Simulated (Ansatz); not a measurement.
LiCl, space group Fm-3m, a short molecular-dynamics run

With the Ansatz DFT code, driven from Python.

Notebook, run cell by cell (the value of a cell's last expression is shown):

**Cell 1**
```python
import ansatz as az
import numpy as np
```

**Cell 2**
```python
licl = (
    az.Lattice.of([0.0, 2.56477, 2.56477], [2.56477, 0.0, 2.56477], [2.56477, 2.56477, 0.0])
    .atom('Li', [0.0, 0.0, 0.0])
    .atom('Cl', [0.5, 0.5, 0.5])
)
```

**Cell 3**
```python
[site.symbol for site in licl.resolved().sites]
```
Output:
```text
['Li', 'Cl']
```

**Cell 4**
```python
setup = (
    licl.supercell(2, 2, 1).calculation()
    .functional(az.Functional.PBE)
    .pseudopotentials('paw')
    .basis(31 * az.Ry)
    .accuracy('low')
    .kpoints(2, 2, 2, shift=0.5)
    .occupations('methfessel_paxton', width=0.2)
    .scf(max_iterations=100, algorithm='density_mixing')
    .md('npt_langevin', timestep=1.0, steps=12, temperature=800, friction=0.02, pressure=5, initial_velocities='maxwell_boltzmann', seed=931)
)
steps = []
```

**Cell 5**
```python
def follow(event):
    if event['event'] != 'md_step':
        return
    row = event['data']
    steps.append(row)
    print(f't = {row["time_fs"]:6.1f} fs  E_pot = {row["lagrangian_ev"]:.4f} eV  E_kin = {row["e_kin_ev"]:.4f} eV  T = {row["temperature_k"]:7.1f} K')
```

**Cell 6**
```python
done = setup.session().plan(threads=1).execute(on_event=follow)
rep = done.report
```
Output:
```text
DeckWarning: md: disabling space-group detection — thermal motion breaks the input geometry's symmetry, so no spatial operation reduces the k-mesh or symmetrises the density; time reversal is kept, [...]
t =    0.0 fs  E_pot = -5151.6741 eV  E_kin = 0.7239 eV  T =   700.0 K
t =    1.0 fs  E_pot = -5151.6732 eV  E_kin = 0.7470 eV  T =   722.4 K
t =    2.0 fs  E_pot = -5151.6705 eV  E_kin = 0.6594 eV  T =   637.7 K
t =    3.0 fs  E_pot = -5151.6662 eV  E_kin = 0.6318 eV  T =   611.0 K
t =    4.0 fs  E_pot = -5151.6604 eV  E_kin = 0.6172 eV  T =   596.9 K
t =    5.0 fs  E_pot = -5151.6533 eV  E_kin = 0.6443 eV  T =   623.0 K
t =    6.0 fs  E_pot = -5151.6449 eV  E_kin = 0.5913 eV  T =   571.8 K
t =    7.0 fs  E_pot = -5151.6356 eV  E_kin = 0.5072 eV  T =   490.4 K
t =    8.0 fs  E_pot = -5151.6252 eV  E_kin = 0.4650 eV  T =   449.6 K
t =    9.0 fs  E_pot = -5151.6134 eV  E_kin = 0.4661 eV  T =   450.7 K
t =   10.0 fs  E_pot = -5151.6004 eV  E_kin = 0.4409 eV  T =   426.4 K
t =   11.0 fs  E_pot = -5151.5867 eV  E_kin = 0.4068 eV  T =   393.4 K
t =   12.0 fs  E_pot = -5151.5718 eV  E_kin = 0.4928 eV  T =   476.6 K
```

**Cell 7**
```python
done.unlabelled_reasons
```

**Cell 8**
```python
rep['free_energy_ev']
```
Output:
```text
-5151.571814242196
```

**Cell 9**
```python
temperature = np.array([s['temperature_k'] for s in steps])
print(f'mean temperature of the second half {temperature[len(steps) // 2 :].mean():.1f} K')
```
Output:
```text
mean temperature of the second half 465.6 K
```

**Cell 10**
```python
track = np.array([s['positions_ang'] for s in steps])
names = np.array([site.symbol for site in done.lattice.sites])
for name in sorted(set(names)):
    msd = ((track[:, names == name] - track[0, names == name]) ** 2).sum(axis=2).mean(axis=1)
    print(f'mean square displacement of {name} (A^2):', np.round(msd[:: max(len(msd) // 6, 1)], 4))
```
Output:
```text
mean square displacement of Cl (A^2): [0.     0.0002 0.0006 0.0012 0.002  0.0029 0.0039]
mean square displacement of Li (A^2): [0.     0.0012 0.0043 0.0092 0.0153 0.0229 0.0313]
```

**Cell 11**
```python
with open('trajectory.xyz', 'w') as handle:
    for s in steps[::5]:
        handle.write(f'{len(s["positions_ang"])}\nt = {s["time_fs"]} fs\n')
        for site, xyz in zip(done.lattice.sites, s['positions_ang']):
            handle.write('{} {:.4f} {:.4f} {:.4f}\n'.format(site.symbol, *xyz))
```

File `trajectory.xyz` afterwards:
```text
8
t = 0.0 fs
Li 0.0000 0.0000 0.0000
Cl 2.5648 2.5648 2.5648
Li 2.5648 0.0000 2.5648
Cl 5.1295 2.5648 5.1295
Li 0.0000 2.5648 2.5648
Cl 2.5648 5.1295 5.1295
Li 2.5648 2.5648 5.1295
Cl 5.1295 5.1295 7.6943
8
t = 5.0 fs
Li -0.0781 -0.0300 0.0244
Cl 2.6057 2.5587 2.5619
Li 2.6030 0.0154 2.4629
Cl 5.1383 2.5679 5.1274
Li 0.0052 2.5169 2.5543
Cl 2.5263 5.1435 5.1335
Li 2.5059 2.5717 5.1475
Cl 5.1373 5.1322 7.7038
8
t = 10.0 fs
Li -0.1520 -0.0484 0.0291
Cl 2.6243 2.5524 2.5513
Li 2.6388 0.0414 2.3766
Cl 5.1353 2.5542 5.1139
Li 0.0139 2.4780 2.5292
Cl 2.4845 5.1544 5.1232
Li 2.4524 2.5814 5.1565
Cl 5.1214 5.1187 7.6856
```

Reading the output:
- These settings explore the input space; cutoff and mesh may be short of convergence.
- Energy and stress may still move on a finer k-point mesh.
- Of the deposited cell: the entry's cell lengths or inner coordinates differ somewhat from later room-temperature determinations.
- The structure is a deposited one; some such entries were measured under pressure or heat, so a shift against it needn't be the functional's error alone.
- Warnings are shown shortened and without file and line.
- A small cell, a coarse mesh and a very short run: it shows the set-up and gives no equilibrium averages.
- Run time: 23 s on 1 thread of Arm Neoverse V1, with other jobs on the host, peak memory 0.41 GiB.
